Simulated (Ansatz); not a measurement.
**Si started on a B site and H started in the widest void in zincblende BAs, 17 atoms, charge 0**

Aim: a base single point, then the same cell under other settings, to see what each one moves.

Program: Ansatz 0.2.0, PAW, plane waves. These are calculated values, not measurements.

2 further runs of the same task are left out: 2 that didn't finish.

### 1 The system as built

17 atoms (7 B, 8 As, 1 Si, 1 H); a = 9.536 Å, b = 4.768 Å, c = 4.768 Å, α = 90.00°, β = 90.00°, γ = 90.00°. All atoms were shaken off their sites by about 0.02 Å along each axis. Defect site 1: (0.500, 0.500, 0.500). Defect site 2: (0.625, 0.875, 0.250).

Structure file:

```xyz
17
Lattice="9.5358 0.0000 0.0000 0.0000 4.7679 0.0000 0.0000 0.0000 4.7679" Properties=species:S:1:pos:R:3 pbc="T T T"
B     9.5333    0.0156    4.7650
B     4.7678    4.7522    0.0252
B     2.3974    2.3622    0.0229
B     7.1620    2.4045    4.7499
B     2.3729    0.0054    2.3795
B     7.1548    4.7612    2.3423
B     0.0126    2.3801    2.3697
As    1.1796    1.1653    1.2026
As    5.9611    1.1801    1.1479
As    3.5985    3.5802    1.1931
As    8.3340    3.5524    1.2001
As    3.5517    1.2367    3.6080
As    8.3717    1.2240    3.5591
As    1.2089    3.5742    3.5959
As    5.9718    3.5667    3.5803
Si    4.7453    2.4018    2.3986
H     5.9842    4.1909    1.1816
```

### 2 PBEsol single point

in.yaml reads:

```yaml
crystal:
  lattice:
    - [9.535764, 0.000000, 0.000000]
    - [0.000000, 4.767882, 0.000000]
    - [0.000000, 0.000000, 4.767882]
  atoms:
    - { symbol: B, position: [0.999739, 0.003281, 0.999398] }
    - { symbol: B, position: [0.499990, 0.996716, 0.005276] }
    - { symbol: B, position: [0.251413, 0.495431, 0.004802] }
    - { symbol: B, position: [0.751065, 0.504304, 0.996226] }
    - { symbol: B, position: [0.248845, 0.001138, 0.499070] }
    - { symbol: B, position: [0.750314, 0.998600, 0.491263] }
    - { symbol: B, position: [0.001325, 0.499201, 0.497003] }
    - { symbol: As, position: [0.123707, 0.244411, 0.252230] }
    - { symbol: As, position: [0.625127, 0.247510, 0.240759] }
    - { symbol: As, position: [0.377371, 0.750902, 0.250245] }
    - { symbol: As, position: [0.873972, 0.745064, 0.251711] }
    - { symbol: As, position: [0.372459, 0.259374, 0.756731] }
    - { symbol: As, position: [0.877929, 0.256711, 0.746468] }
    - { symbol: As, position: [0.126776, 0.749632, 0.754200] }
    - { symbol: As, position: [0.626256, 0.748058, 0.750926] }
    - { symbol: Si, position: [0.497636, 0.503736, 0.503077] }
    - { symbol: H, position: [0.627551, 0.878992, 0.247821] }
kpoints:
  mp_grid: { grid: [2, 2, 2], shift: [0.5, 0.5, 0.5] }
hamiltonian:
  xc: pbesol
scf:
  occupations: { method: fermi_dirac, width: 0.01 }
output:
  forces: true
  eigenvalues: true
  stress: true
  populations: true
```

Command:

```
$ ansatz run in.yaml --threads 8 --pin off --max-ram 13300MiB --runs-dir r --events-out ev --progress --plain
```

### 3 Variant: accuracy low, k points 1×1×2

in.yaml, as its differences from that of step 2:

```diff
@@ -1 +1,2 @@
+accuracy: low
 crystal:
@@ -24,3 +25,3 @@
 kpoints:
-  mp_grid: { grid: [2, 2, 2], shift: [0.5, 0.5, 0.5] }
+  mp_grid: { grid: [1, 1, 2] }
 hamiltonian:
@@ -29,2 +30,3 @@
   occupations: { method: fermi_dirac, width: 0.01 }
+  max_iter: 70
 output:
@@ -33,2 +35 @@
   stress: true
-  populations: true
```

### 4 Changed settings: k points 2×2×1, smearing width 0.03 eV

in.yaml, as its differences from that of step 3:

```diff
@@ -1,2 +1 @@
-accuracy: low
 crystal:
@@ -25,3 +24,3 @@
 kpoints:
-  mp_grid: { grid: [1, 1, 2] }
+  mp_grid: { grid: [2, 2, 1] }
 hamiltonian:
@@ -29,4 +28,4 @@
 scf:
-  occupations: { method: fermi_dirac, width: 0.01 }
-  max_iter: 70
+  occupations: { method: fermi_dirac, width: 0.03 }
+  max_iter: 60
 output:
```

### 5 Variant: k points 3×3×3, at most 9 cycles

in.yaml, as its differences from that of step 4:

```diff
@@ -24,3 +24,3 @@
 kpoints:
-  mp_grid: { grid: [2, 2, 1] }
+  mp_grid: { grid: [3, 3, 3] }
 hamiltonian:
@@ -28,4 +28,4 @@
 scf:
-  occupations: { method: fermi_dirac, width: 0.03 }
-  max_iter: 60
+  occupations: { method: fermi_dirac, width: 0.01 }
+  max_iter: 9
 output:
```

### 6 Changed settings: starting moment 8 μB, mixer msr1

in.yaml, as its differences from that of step 5:

```diff
@@ -24,8 +24,12 @@
 kpoints:
-  mp_grid: { grid: [3, 3, 3] }
+  mp_grid: { grid: [2, 2, 2], shift: [0.5, 0.5, 0.5] }
 hamiltonian:
   xc: pbesol
+magnetization:
+  spin_polarized: true
+  initial_magnetization: 8
 scf:
   occupations: { method: fermi_dirac, width: 0.01 }
-  max_iter: 9
+  max_iter: 80
+  mixing: { algorithm: msr1 }
 output:
```

Before running it: what results should come out? Wanted: for each run, settings; status; energy from base; forces from base.

The runs gave:

| settings | status | cycles | time | energy from base (meV/atom) | forces from base (eV/Å rms) | filled to empty level on the mesh (eV) |
| --- | --- | --- | --- | --- | --- | --- |
| base | converged | 8 | 1.5 s (8 CPU threads) | 0 | 0 | 1.14 |
| accuracy low, k points 1×1×2 | converged, settings too loose | 8 | 0.7 s (8 CPU threads) | +31.5 | 0.181 | 0.11 |
| k points 2×2×1, smearing width 0.03 eV | converged | 10 | 0.9 s (8 CPU threads) | -29.5 | 0.201 | - |
| k points 3×3×3, at most 9 cycles | converged | 8 | 2.8 s (8 CPU threads) | -2.5 | 0.175 | - |
| starting moment 8 μB, mixer msr1 | converged | 15 | 3.4 s (8 CPU threads) | 0.0 | 0.000 | 1.14 |

Among these variants the forces move most with k points 2×2×1, smearing width 0.03 eV (0.201 eV/Å rms) and least with starting moment 8 μB, mixer msr1 (0.000).
